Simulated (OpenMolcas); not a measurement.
**V³⁺ among point charges: CASSCF and CASPT2 levels and susceptibility**

How does a field of 6 point charges split the states of V³⁺, and what χT follows?

The numbers are computed with OpenMolcas 26.06 (state-averaged CASSCF and CASPT2, spin-orbit coupling by RASSI with atomic mean-field integrals), except any that are marked as measured or tabulated.

**1. The atom as given**

- Species: V³⁺ (vanadium, Z = 23, 20 electrons)
- Basis: ANO-RCC-VDZP [5s4p2d1f], 34 functions
- Scalar Hamiltonian: DKH2, point nucleus
- Inactive shells: 1s 2s 2p 3s 3p
- Active space: 2 electrons in 5 orbitals (3d)
- Some configurations of this space: 3d²
- Orbitals: optimised for each spin and parity, averaged over all roots

The outer shells:

3d2
```
3d [↑ ][↑ ][  ][  ][  ]
```

The ion sits among 6 point charges of -2.2 e arranged as an octahedron (Oh), 2.26 Å from the ion.

The work runs as a chain of OpenMolcas steps in one folder; each step below is one input file. Labels, J, g values, rates, χT and fits are worked out afterwards by a script from the matrices that RASSI stores. The input lists half of the charges; inversion (Group=XYZ) makes the rest.

**2. One- and two-electron integrals**

File a.inp:

```
&GATEWAY
Coord
1

V 0.0 0.0 0.0
Basis=ANO-RCC-VDZP
Group=XYZ
NoMove
AngMom=0.0 0.0 0.0
AMFI
XField
3 Angstrom 0
2.260000 0.000000 0.000000 -2.200000
0.000000 2.260000 0.000000 -2.200000
0.000000 0.000000 2.260000 -2.200000
&SEWARD
```

**3. Reference wave functions, triplets of even parity, 10 roots**

File a.inp:

```
&RASSCF
FileOrb=start.orb
Symmetry=1
Spin=3
nActEl=2 0 0
Inactive=3 6
Ras2=5 0
CIRoot=10 10 1
SDav=10
CIMx=300
Iter=120 100
PrWF=0.3
OrbListing=Nothing
MaxOrb=0
>>> COPY $Project.JobIph JOB001
```

start.orb holds the contracted functions of the basis, ordered by shell, or the orbitals of the step before.

**4. Reference wave functions, singlets of even parity, 15 roots**

File a.inp:

```
&RASSCF
FileOrb=start.orb
Symmetry=1
Spin=1
nActEl=2 0 0
Inactive=3 6
Ras2=5 0
CIRoot=15 15 1
SDav=15
CIMx=300
Iter=120 100
PrWF=0.3
OrbListing=Nothing
MaxOrb=0
>>> COPY $Project.JobIph JOB002
```

**5. RASSI: spin-orbit coupling between the states**

File a.inp:

```
&RASSI
NrOfJobIphs=2 10 15
1 2 3 4 5 6 7 8 9 10
1 2 3 4 5 6 7 8 9 10 11 12 13 14 15
IphNames
JOB001
JOB002
EJob
SpinOrbit
DIPRint=1.0
SOCoupling=1000.0
Subsets=2
Property=9
'ANGMOM' 1 'ANGMOM' 2 'ANGMOM' 3 'MLTPL  1' 1 'MLTPL  1' 2 'MLTPL  1' 3
'AMFI' 1 'AMFI' 2 'AMFI' 3
SOProperty=3
'ANGMOM' 1 'ANGMOM' 2 'ANGMOM' 3
```

**6. CASPT2: IPEA 0.25, imaginary shift 0.1 (closed shells correlated: 3s 3p)**

File a.inp:

```
>>> COPY JOB001 $Project.JobIph
&CASPT2
Multistate=10 1 2 3 4 5 6 7 8 9 10
NoMult
Frozen=2 3
IPEA=0.25
Imaginary=0.1
MaxIter=60
WThr=0.0 0.3 0.05
PrWF=0.5
NoMix
>>> COPY JOB002 $Project.JobIph
&CASPT2
Multistate=15 1 2 3 4 5 6 7 8 9 10 11 12 13 14 15
NoMult
Frozen=2 3
IPEA=0.25
Imaginary=0.1
MaxIter=60
WThr=0.0 0.3 0.05
PrWF=0.5
NoMix
```

(Steps that only read results are left out.)

Before running it: what results should come out? Wanted: spin-free ground state; first state of the same spin within the active space; lowest level; next level.

The runs gave:

| quantity | value |
| --- | --- |
| method | SS-CASPT2, IPEA 0.25, imaginary shift 0.1 (closed shells correlated: 3s 3p) |
| spin-free ground state | 3T1, 3-fold in its orbital part |
| first state of the same spin within the active space | 3T2 at 3060 cm⁻¹ |
| lowest level | 2-fold E, g = 0.00, 0.00, 0.00 |
| next level | 28.1 cm⁻¹ |
| χT at 300 K | 0.87 cm³ K/mol |
| effective moment at 300 K | 2.63 μB |

Cost by method:

| method | time of its own steps | time with the reference |
| --- | --- | --- |
| A. CASSCF | 3.4 s | 3.4 s |
| B. SS-CASPT2, IPEA 0.25, imaginary shift 0.1, +3s 3p | 1.2 s | 4.6 s |

Times are of one thread on a shared host.

The spin-free ground state (3T1) comes to 99 % from free-ion F terms and keeps the highest spin of the shell. χT at 300 K is 0.87, against 1.00 cm³ K/mol for the spin alone, so spin-orbit coupling lowers it. A ligand-field fit to the states below 45000 cm-1 gives 10Dq = 4522 cm-1, B = 950 cm-1 and C = 3689 cm-1 (C/B = 3.88), with a deviation of 498 cm-1. CASPT2 does not keep the components of a term degenerate, and the means are used. The field of point charges can differ much from that of real complexes. Point charges carry no covalency, so the field is a model and not that of real ligands.
